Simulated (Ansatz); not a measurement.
**ZrO₂: ionisation energy by level of theory**

The task here is to estimate one member of a computed series from the others.

Method: unrestricted cation, the program's frozen cores in correlated methods; program: Ansatz 0.2.0, Gaussian basis.

Plan: UKS PBE-D4/def2-TZVPP; UKS r2SCAN-D4/def2-TZVPP; UKS PBE0-D4/def2-TZVPP; UKS B3LYP-D4/def2-TZVPP; UKS wB97X-V/def2-TZVPP; UKS wB97M-V/def2-TZVPP; UKS B2PLYP/def2-TZVPP; UHF-CCSD(T)/def2-TZVPP; UHF-MP2/def2-QZVPP; extrapolation to the limit; then −ε(HOMO) from the neutral's earlier runs with LDA (SPW92), PBE-D4, revPBE-D4, BLYP-D4, r2SCAN-D4, B97M-V, PBE0-D4, B3LYP-D4, r2SCANh-D4, r2SCAN0-D4, HSE06-D4, BHLYP-D4, CAM-B3LYP-D4, LC-ωPBE, ωB97X-V, ωB97M-V.

**The geometry**

All runs share one geometry, relaxed beforehand with PBE0-D4 in a triple-zeta def2 set. Zr takes the def2 core potential; no spin-orbit term is included.

3 atoms, charge 0, spin multiplicity 1.

Atoms are counted from 1 here; the program's logs count them from 0.

Bond lengths: O1–Zr2 1.761 Å, Zr2–O3 1.761 Å. Angles: O1–Zr2–O3 107.9°.

As a file:

```xyz
3
charge 0, multiplicity 1
O     0.6545    1.2525    0.3884
Zr    0.3485   -0.4817    0.3518
O    -1.0030   -0.7708   -0.7401
```

Set-up of the first run:

File in.yaml:

```yaml
crystal:
  periodic: [false, false, false]
  atoms:
    - {symbol: O, position_ang: [0.654515, 1.252501, 0.388368]}
    - {symbol: Zr, position_ang: [0.348517, -0.481729, 0.351777]}
    - {symbol: O, position_ang: [-1.003032, -0.770772, -0.740146]}
basis:
  gaussian: {orbitals: def2-TZVPP}
total_charge: 1
magnetization: {spin_polarized: true, initial_magnetization: 1}
hamiltonian: {xc: pbe, dispersion: d4}
```

Steps of the session up to this table: Cation, UKS PBE-D4/def2-TZVPP; Cation, UKS r2SCAN-D4/def2-TZVPP; Cation, UKS PBE0-D4/def2-TZVPP; Cation, UKS B3LYP-D4/def2-TZVPP; Cation, UKS wB97X-V/def2-TZVPP; Cation, UKS wB97M-V/def2-TZVPP; Cation, UKS B2PLYP (frozen core)/def2-TZVPP; Cation, UHF-CCSD(T)/def2-TZVPP; Cation, UHF-MP2/def2-QZVPP.

One of the session's tables, all rows but one given; the rest of the session is left out.

It belongs to the step «Ionisation energies side by side». For comparison, −ε(HOMO) of the neutral from earlier runs:

```
  functional  −ε(HOMO) (eV)
 LDA (SPW92)           5.55
      PBE-D4           5.31
   revPBE-D4           5.22
     BLYP-D4           5.24
   r2SCAN-D4           5.53
      B97M-V           5.59
     PBE0-D4           6.77
    B3LYP-D4           6.56
  r2SCANh-D4           6.09
  r2SCAN0-D4           6.95
    HSE06-D4           6.36
    BHLYP-D4           8.21
CAM-B3LYP-D4              ?
     LC-ωPBE           9.39
     ωB97X-V           9.10
     ωB97M-V           9.09
```

**Question.** Estimate the row for CAM-B3LYP-D4.

As computed: −ε(HOMO) (eV): 8.19. In the column «−ε(HOMO) (eV)» it lies between r2SCAN0-D4 (6.95) and BHLYP-D4 (8.21).
